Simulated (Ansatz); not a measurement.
## C2H4OSi, SMILES O=C=C[SiH3]: an atomisation energy, step by step

Program: Ansatz 0.2.0, Python API.

Notebook, run cell by cell (the value of a cell's last expression is shown):

**Cell 1**
```python
from collections import Counter

import ansatz
```

**Cell 2**
```python
BASIS = 'cc-pVTZ'
XC = 'hf'
```

**Cell 3**
```python
def energy_of(molecule, charge=0, unpaired=0):
    calc = molecule.calculation().basis(gaussian=BASIS).functional(XC)
    if charge:
        calc = calc.charge(charge)
    if unpaired:
        calc = calc.spin('collinear', total=unpaired)
    return calc.run(threads=1).report['free_energy_ev']

GEOMETRY = '''
O     1.53010   -0.60170    2.23650
C     1.15400   -0.38310    1.10860
C     0.77950   -0.18670   -0.13540
Si   -0.82050    0.25640   -0.48950
H     1.52870   -0.29100   -0.94260
H    -1.26950    1.53940    0.16530
H    -1.02750    0.41730   -1.94720
H    -1.78270   -0.80780   -0.05140
'''
```

**Cell 4**
```python
geometry = ansatz.Crystal.molecule()
for line in GEOMETRY.strip().splitlines():
    symbol, *xyz = line.split()
    geometry = geometry.atom(symbol, [float(v) for v in xyz])
```

**Cell 5**
```python
# Hund ground states
unpaired = {'O': 2, 'C': 2, 'Si': 2, 'H': 1}
counts = Counter(site.symbol for site in geometry.cartesian_sites)
atom_energy = {s: energy_of(ansatz.Crystal.molecule().atom(s, (0, 0, 0)), 0, unpaired[s]) for s in counts}
whole = energy_of(geometry, 0, 0)
for s, e in atom_energy.items():
    print(f'{s:2s} x{counts[s]}  {e:14.5f} eV')
print(f'C2H4OSi: {whole:.5f} eV')
split = sum(counts[s] * e for s, e in atom_energy.items()) - whole
print(f'atomisation energy (no zero-point term): {23.060548 * split:.1f} kcal/mol, {split / sum(counts.values()):.3f} eV an atom')
```
Output:
```text
O  x1     -2035.73160 eV
C  x2     -1025.63982 eV
Si x1     -7860.18382 eV
H  x4       -13.60052 eV
C2H4OSi: -12024.13937 eV
atomisation energy (no zero-point term): 519.8 kcal/mol, 2.818 eV an atom
```

519.8 kcal/mol from the electronic energies, without the zero-point term.

Total energies depend on the basis set; only differences at equal settings carry meaning. The geometry is a force-field or estimated start, not a minimum of this method, and the basis set is short of its limit. All parts are taken at fixed geometry, without zero-point energy. Hartree-Fock leaves correlation out, so bond, atomisation and ionisation energies come out well too low. For Al to Cl the sets with a tight d function, cc-pV(X+d)Z, are usual. Timing: 3.6 s on 1 thread of Intel(R) Xeon(R) Platinum 8488C (Sapphire Rapids), on a shared host, peak memory 0.33 GiB.

(Lines on the test bed's own set-up are left out of the output.)
